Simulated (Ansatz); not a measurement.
**C₃H₁₀FHfNO: small, medium and large basis sets**

Aim: see how fast density functionals converge with the basis set for C₃H₁₀FHfNO.

The runs use Ansatz 0.2.0, Gaussian basis; one geometry, several basis sets.

Levels to be run: PBE0-D4/def2-SVP; ωB97M-V/def2-SVP; PBE0-D4/def2-QZVPP; ωB97M-V/def2-QZVPP; the functionals' def2-TZVPP values are taken from earlier runs.

## Step 1: The relaxed structure

An earlier PBE0-D4/def2-TZVP relaxation fixed the geometry. Hf takes the def2 core potential; no spin-orbit term is included.

SMILES `C[N](C)[Hf]([CH3])([OH])[F]`, 17 atoms, charge 0, spin multiplicity 1.

Atoms are counted from 1 here; the program's logs count them from 0.

Bond lengths: C1–N2 1.441 Å, C1–H8 1.092 Å, C1–H9 1.099 Å, C1–H10 1.100 Å, N2–C3 1.445 Å, N2–Hf4 2.021 Å, C3–H11 1.099 Å, C3–H12 1.099 Å, C3–H13 1.096 Å, Hf4–C5 2.231 Å, Hf4–O6 1.925 Å, Hf4–F7 1.925 Å, C5–H14 1.097 Å, C5–H15 1.096 Å, C5–H16 1.095 Å, O6–H17 0.952 Å. Angles: N2–C1–H8 110.7°, N2–C1–H9 111.5°, N2–C1–H10 111.6°, H8–C1–H9 107.8°, H8–C1–H10 107.8°, H9–C1–H10 107.3°, C1–N2–C3 112.7°, C1–N2–Hf4 128.6°, C3–N2–Hf4 118.7°, N2–C3–H11 111.6°, N2–C3–H12 111.7°, N2–C3–H13 111.2°, H11–C3–H12 107.7°, H11–C3–H13 107.3°, H12–C3–H13 107.1°, N2–Hf4–C5 104.0°, N2–Hf4–O6 109.6°, N2–Hf4–F7 110.4° and more.

## Step 2: PBE0-D4 in def2-SVP

Contents of in.yaml:

```yaml
crystal:
  periodic: [false, false, false]
  atoms:
    - {symbol: C, position_ang: [0.874566, -1.560425, -1.064954]}
    - {symbol: N, position_ang: [0.655293, -0.217937, -0.588167]}
    - {symbol: C, position_ang: [0.890020, 0.781358, -1.605369]}
    - {symbol: Hf, position_ang: [0.067029, 0.386834, 1.248341]}
    - {symbol: C, position_ang: [-2.089562, 0.893027, 0.984751]}
    - {symbol: O, position_ang: [0.156029, -1.094157, 2.474933]}
    - {symbol: F, position_ang: [0.925267, 2.045823, 1.715236]}
    - {symbol: H, position_ang: [0.697835, -2.287081, -0.268532]}
    - {symbol: H, position_ang: [0.202629, -1.805919, -1.899812]}
    - {symbol: H, position_ang: [1.904981, -1.698848, -1.423402]}
    - {symbol: H, position_ang: [0.213107, 0.654072, -2.461837]}
    - {symbol: H, position_ang: [1.920822, 0.740904, -1.985217]}
    - {symbol: H, position_ang: [0.731185, 1.792122, -1.211956]}
    - {symbol: H, position_ang: [-2.529241, 1.290758, 1.907519]}
    - {symbol: H, position_ang: [-2.231055, 1.650266, 0.204744]}
    - {symbol: H, position_ang: [-2.676794, 0.015007, 0.694672]}
    - {symbol: H, position_ang: [0.287897, -1.585794, 3.279060]}
basis:
  gaussian: {orbitals: def2-SVP}
hamiltonian: {xc: pbe0, dispersion: d4}
output: {orbitals: {seedname: orbitals}}
```

Launch:

```
> ansatz run in.yaml --threads 2 --pin off --events-out ev --progress --plain --max-ram 22528MiB --backend cpu
```

Further steps of the session: ωB97M-V in def2-SVP; PBE0-D4 in def2-QZVPP; ωB97M-V in def2-QZVPP.

Q: Predict the results of all the runs planned. Wanted: PBE0-D4: double and triple zeta above quadruple; ωB97M-V: double and triple zeta above quadruple.

The runs gave:

```
                                       quantity           value
PBE0-D4: double and triple zeta above quadruple  12.07, 0.56 eV
ωB97M-V: double and triple zeta above quadruple  12.51, 0.53 eV
```

What this shows: For PBE0-D4 the step from double to triple zeta gains 11.52 eV and the next only 0.56 eV. These are total energies; as a rule much of such shifts cancels in differences, which this series doesn't test. The LUMO of ωB97M-V is positive and keeps falling with the basis (1.33 to 0.60 eV): an unbound level that the basis holds in place.
